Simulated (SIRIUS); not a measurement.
# Si2N (P1) in SIRIUS: single point with PBE

Aim: the single point of Si2N with PBE.

Program: SIRIUS 7.10.0. These are calculated values, not measurements. Logs are shortened: lines on timing, memory, paths and dates and some standing lists are left out, and cuts for length are marked. The log counts tension as positive stress, the text compression.

**1. The cell of the first run**

The typed cell holds 3 atoms: a = 3.758 Å, b = 3.758 Å, c = 3.758 Å, α = 114.04°, β = 114.04°, γ = 100.68°.

The cell was built by a generator and needn't be a form met in nature.

**2. Single point, PBE (atoms moved at random, drawn with an rms of 0.05 Å)**

sirius.json reads:

```json
{
  "control": {
    "processing_unit": "cpu",
    "verbosity": 2,
    "num_bands_to_print": 13,
    "print_forces": true,
    "print_stress": true
  },
  "parameters": {
    "electronic_structure_method": "pseudopotential",
    "xc_functionals": ["XC_GGA_X_PBE", "XC_GGA_C_PBE"],
    "gk_cutoff": 9.2,
    "pw_cutoff": 18.4,
    "ngridk": [9, 9, 9],
    "shiftk": [0, 0, 0],
    "smearing": "fermi_dirac",
    "smearing_width": 0.0018374661,
    "num_bands": 13,
    "num_mag_dims": 0,
    "num_dft_iter": 100,
    "energy_tol": 1e-08,
    "density_tol": 1e-06
  },
  "iterative_solver": {
    "type": "davidson",
    "min_tolerance": 1e-09,
    "tolerance_scale": [0.1, 0.25]
  },
  "mixer": {
    "type": "anderson",
    "beta": 0.7,
    "max_history": 8
  },
  "settings": {
    "tol_ne": 1e-10,
    "pseudo_grid_cutoff": 6.5
  },
  "unit_cell": {
    "lattice_vectors": [
      [-3.865548171489, 3.865548171489, 4.532262445519],
      [3.865548171489, -3.865548171489, 4.532262445519],
      [3.865548171489, 3.865548171489, -4.532262445519]
    ],
    "atom_coordinate_units": "lattice",
    "atom_types": ["Si", "N"],
    "atom_files": {
      "N": "N.json",
      "Si": "Si.json"
    },
    "atoms": {
      "Si": [
        [0.733765, 0.23975, 0.501],
        [0.260588, 0.750487, 0.514967]
      ],
      "N": [
        [-0.008678, -0.005665, 0.006618]
      ]
    }
  }
}
```

Potentials or basis: PseudoDojo 0.4.1 PBE standard (scalar relativistic).

On the command line:

```sh
> upf_to_json N.upf
> upf_to_json Si.upf
> OMP_NUM_THREADS=1 sirius.scf --input=sirius.json --output=out.json --task=0
```

Log:

```text
[info] SIRIUS version : 7.10.0
[info] number of MPI ranks           : 1
[info] MPI grid                      : 1 1
[info] maximum number of OMP threads : 1
[fft] FFT context for density and potential
[fft] =====================================
[fft]   comm size                             : 1
[fft]   plane wave cutoff                     : 18.4
[fft]   grid size                             : 45 45 45   total : 91125
[fft]   grid limits                           : -22 22   -22 22   -22 22
[fft]   number of G-vectors within the cutoff : 14232
[fft]   local number of G-vectors             : 14232
[fft]   number of G-shells                    : 2043
[fft] FFT context for coarse grid
[fft] =====================================
[fft]   comm size                             : 1
[fft]   plane wave cutoff                     : 18.4
[fft]   grid size                             : 45 45 45   total : 91125
[fft]   grid limits                           : -22 22   -22 22   -22 22
[fft]   number of G-vectors within the cutoff : 14232
[fft]   local number of G-vectors             : 14232
[fft]   number of G-shells                    : 2043
[unit cell] lattice vectors
[unit cell]   a1 :      -3.8655481715      3.8655481715      4.5322624455
[unit cell]   a2 :       3.8655481715     -3.8655481715      4.5322624455
[unit cell]   a3 :       3.8655481715      3.8655481715     -4.5322624455
[unit cell] reciprocal lattice vectors
[unit cell]   b1 :       0.0000000000      0.8127159498      0.6931621219
[unit cell]   b2 :       0.8127159498      0.0000000000      0.6931621219
[unit cell]   b3 :       0.8127159498      0.8127159498      0.0000000000
[unit cell] unit cell volume :       270.89264954 [a.u.^3]
[unit cell] 1/sqrt(omega)    :         0.06075771
[unit cell] MT volume        :         0.00000000 ( 0.00%)
[unit cell] IT volume        :       270.89264954 (100.00%)
[unit cell] number of atom types : 2
[unit cell] type id : 0 symbol : Si mt_radius :  15.090000 num_atoms : 2
[unit cell] type id : 1 symbol :  N mt_radius :  10.570000 num_atoms : 1
[unit cell] total number of atoms : 3
[unit cell] number of symmetry classes : 3
[unit cell] number of PAW atoms : 0
[unit cell] atom id  type id  class id             position                      vector_field
[unit cell] ------------------------------------------------------------------------------------------
[unit cell]      0        0        0      0.73377   0.23975   0.50100      0.00000   0.00000   0.00000
[unit cell]      1        0        1      0.26059   0.75049   0.51497      0.00000   0.00000   0.00000
[unit cell]      2        1        2     -0.00868  -0.00566   0.00662      0.00000   0.00000   0.00000
[unit cell] atom id         position (Cartesian, a.u.)
[unit cell] ---------------------------------------------
[unit cell]      0       0.027001    3.846278    2.141562
[unit cell]      1       3.884358    0.096902    2.248492
[unit cell]      2       0.037229    0.013935   -0.095001
[unit cell] class id : 0 atom id : 0
[unit cell] class id : 1 atom id : 1
[unit cell] class id : 2 atom id : 2
[unit cell] minimum bond length:     4.370238
[unit cell] total number of pseudo wave-functions: 12
[sym] space group number   : 1
[sym] international symbol : P1
[sym] Hall symbol          : P 1
[sym] space group transformation matrix :
[sym]   0.0000  0.0000  1.0000
[sym]   1.0000  0.0000  0.0000
[sym]   0.0000  1.0000  0.0000
[sym] space group origin shift :
[sym]   0.0000  0.0000  0.0000
[sym] number of space group operations  : 1
[sym] number of magnetic group operations : 1
[sym] metric tensor error: 0.0000e+00
[sym] rotation matrix error: 4.4409e-16
[... 277 lines left out ...]
[find] iteration : 10, RMS : 4.456670388050e-08, energy difference : 7.647177113768e-09
[find] Hartree energy of density residual : 2.115646058416e-13
[find] bands are converged : true
[find] iterative solver converged : false
[find] +------------------------------+
[find] | SCF iteration  11 out of 100|
[find] +------------------------------+
[diagonalize] iterative solver tolerance (occupied, empty): 1.45056e-09 1.45056e-09
[diagonalize] average number of iterations: 3.15068
[diagonalize] Lowest band energies
[diagonalize] ik:    0   -0.280694    0.064635    0.176144    0.185537    0.210241    0.250063    0.347920    0.348226    0.351042    0.459622    0.477562    0.515623    0.571276
[diagonalize] ik:    1   -0.276310    0.049217    0.174059    0.178769    0.205570    0.246657    0.329138    0.351788    0.403065    0.442168    0.471278    0.557352    0.588001
[diagonalize] ik:    2   -0.264001    0.014954    0.150485    0.164438    0.192715    0.268081    0.344856    0.351311    0.419453    0.450575    0.492724    0.586073    0.631566
[diagonalize] ik:    3   -0.246984   -0.022657    0.123380    0.151306    0.182382    0.308239    0.328013    0.380356    0.418142    0.487174    0.490634    0.574361    0.676141
[diagonalize] ik:    4   -0.232987   -0.048890    0.108752    0.143925    0.177112    0.317225    0.347257    0.383864    0.425368    0.485114    0.518716    0.541001    0.702502
[diagonalize] ...
[diagonalize] ik:  360   -0.226897   -0.022549    0.041202    0.143922    0.194939    0.281130    0.336344    0.376118    0.430386    0.507755    0.549386    0.624161    0.668323
[diagonalize] ik:  361   -0.234338   -0.025197    0.081260    0.127812    0.194721    0.293400    0.336161    0.364674    0.445151    0.498541    0.537227    0.580636    0.680277
[diagonalize] ik:  362   -0.239787   -0.017815    0.067424    0.164992    0.186051    0.296457    0.339157    0.382896    0.432508    0.488873    0.514820    0.575135    0.672303
[diagonalize] ik:  363   -0.241003   -0.013595    0.054187    0.151723    0.231074    0.300327    0.331800    0.365254    0.431794    0.489051    0.543847    0.580455    0.636119
[diagonalize] ik:  364   -0.237080   -0.029627    0.071768    0.134765    0.258944    0.266981    0.328380    0.352621    0.444988    0.527389    0.572045    0.579666    0.626648
[find] Charges and magnetic moments
[find] --------------------------------------------------------------------------------
[find] total charge          : 13.000000
[find] Energy
[find] --------------------------------------------------------------------------------
[find] valence_eval_sum               :       1.20722806
[find] <rho|V^{XC}>                   :      -6.45741407
[find] <rho|E^{XC}>                   :      -6.01162995
[find] <mag|B^{XC}>                   :       0.00000000
[find] <rho|V^{H}>                    :       5.58666458
[find] one-electron contribution      :       2.07797755 (Ha),       4.15595510 (Ry)
[find] hartree contribution           :       2.79333229
[find] xc contribution                :      -6.01162995
[find] ewald contribution             :     -17.54226738
[find] PAW contribution               :       0.00000000
[find] smearing (-TS)                 :      -0.00042114
[find] SCF correction                 :       0.00000078
[find] Total energy                   :     -18.68258670 (Ha),     -37.36517341 (Ry)
[find] Free energy (E-TS)             :     -18.68300785 (Ha),     -37.36601569 (Ry)
[find] band gap (eV)                  :       0.00000000
[find] Efermi                         :       0.33376468
[find] iteration : 11, RMS : 3.988968060049e-08, energy difference : -4.633484707028e-10
[find] Hartree energy of density residual : 4.421165285633e-13
[find] bands are converged : true
[find] iterative solver converged : true
[find] converged after 12 SCF iterations!
[find] Charges and magnetic moments
[find] --------------------------------------------------------------------------------
[find] total charge          : 13.000000
[find] Energy
[find] --------------------------------------------------------------------------------
[find] valence_eval_sum               :       1.20722806
[find] <rho|V^{XC}>                   :      -6.45741407
[find] <rho|E^{XC}>                   :      -6.01162995
[find] <mag|B^{XC}>                   :       0.00000000
[find] <rho|V^{H}>                    :       5.58666458
[find] one-electron contribution      :       2.07797755 (Ha),       4.15595510 (Ry)
[find] hartree contribution           :       2.79333229
[find] xc contribution                :      -6.01162995
[find] ewald contribution             :     -17.54226738
[find] PAW contribution               :       0.00000000
[find] smearing (-TS)                 :      -0.00042114
[find] SCF correction                 :       0.00000078
[find] Total energy                   :     -18.68258670 (Ha),     -37.36517341 (Ry)
[find] Free energy (E-TS)             :     -18.68300785 (Ha),     -37.36601569 (Ry)
[find] band gap (eV)                  :       0.00000000
[find] Efermi                         :       0.33376468
[ground_state] === stress tensor components [kbar] ===
[ground_state] === stress_kin ===
[ground_state] -7005.427857    0.255007    1.740391
[ground_state]     0.255007-6983.326000   22.493192
[ground_state]     1.740391   22.493192-6813.386978
[ground_state] === stress_har ===
[ground_state] -1093.941377   -0.287046   -4.645465
[ground_state]    -0.287046-1225.053395  -63.893661
[ground_state]    -4.645465  -63.893661 -714.777562
[ground_state] === stress_ewald ===
[ground_state]  6554.855496   -0.653028  -16.409239
[ground_state]    -0.653028 6139.758838 -216.298755
[ground_state]   -16.409239 -216.298755 6357.628617
[ground_state] === stress_vloc ===
[ground_state]   687.593970    0.825483   19.470025
[ground_state]     0.825483 1201.215398  261.305169
[ground_state]    19.470025  261.305169  467.311603
[ground_state] === stress_xc ===
[ground_state]   528.660965   -0.002739   -0.052524
[ground_state]    -0.002739  527.422610   -0.728496
[ground_state]    -0.052524   -0.728496  527.381652
[ground_state] === stress_core ===
[ground_state]  1341.388545   -0.011159   -0.028589
[ground_state]    -0.011159 1340.803604   -0.476805
[ground_state]    -0.028589   -0.476805 1356.351277
[ground_state] === stress_nonloc ===
[ground_state] -1015.009954    0.063733   -0.064570
[ground_state]     0.063733 -998.095646    0.944068
[ground_state]    -0.064570    0.944068-1198.367176
[ground_state] === stress_us_nl ===
[ground_state] -1015.009954    0.063733   -0.064570
[ground_state]     0.063733 -998.095646    0.944068
[ground_state]    -0.064570    0.944068-1198.367176
[ground_state] === stress_total ===
[ground_state]    -1.880211    0.190251    0.010029
[ground_state]     0.190251    2.725408    3.344712
[ground_state]     0.010029    3.344712  -17.858568
[ground_state] ==== total Forces in Ha/bohr =====
[ground_state] atom:    0, force:      -0.0005672     -0.0019077      0.0104490
[ground_state] atom:    1, force:      -0.0008652      0.0042136     -0.0082257
[ground_state] atom:    2, force:       0.0014323     -0.0023060     -0.0022234
[ground_state] ==== ultrasoft contribution from Qij =====
[ground_state] atom:    0, force:       0.0000000      0.0000000      0.0000000
[ground_state] atom:    1, force:       0.0000000      0.0000000      0.0000000
[ground_state] atom:    2, force:       0.0000000      0.0000000      0.0000000
[ground_state] ==== non-local contribution from Beta-projector =====
[ground_state] atom:    0, force:      -0.0015422     -0.0008959      0.0169864
[ground_state] atom:    1, force:      -0.0020091      0.0072358     -0.0120511
[ground_state] atom:    2, force:       0.0058832     -0.0115642     -0.0081644
[ground_state] ==== contribution from local potential =====
[ground_state] atom:    0, force:      -0.0020635     -0.0250192     -0.0693780
[ground_state] atom:    1, force:      -0.0059920      0.0430965      0.0763554
[ground_state] atom:    2, force:       0.0057200     -0.0128891     -0.0037789
[ground_state] ==== contribution from core density =====
[ground_state] atom:    0, force:       0.0000845      0.0000064     -0.0013583
[ground_state] atom:    1, force:       0.0001054     -0.0003308      0.0011144
[ground_state] atom:    2, force:      -0.0001864      0.0003605      0.0002744
[ground_state] ==== Ewald forces from ions =====
[ground_state] atom:    0, force:       0.0029540      0.0240010      0.0641989
[ground_state] atom:    1, force:       0.0070305     -0.0457878     -0.0736444
[ground_state] atom:    2, force:      -0.0099844      0.0217868      0.0094455
[~DFT_ground_state] local op. applied: 149349
[~DFT_ground_state] evp. work count: 49898.3
[~DFT_ground_state] number of iterative solver steps: 15746
```

Run time: 6.8 min. Hardware: 1 thread of Arm Neoverse V2, shared host; peak memory 2.3 GiB.

What came out:

```yaml
Free_energy: -508.3905 eV
Pressure: 0.6 GPa
Largest_force: 0.547 eV/Å
Band_gap_on_the_k_mesh: none (metal or under the smearing width)
```

Forces in eV/Å, atoms in the order of the input:
```
Si  -0.029 -0.098  0.537
Si  -0.044  0.217 -0.423
N    0.074 -0.119 -0.114
```
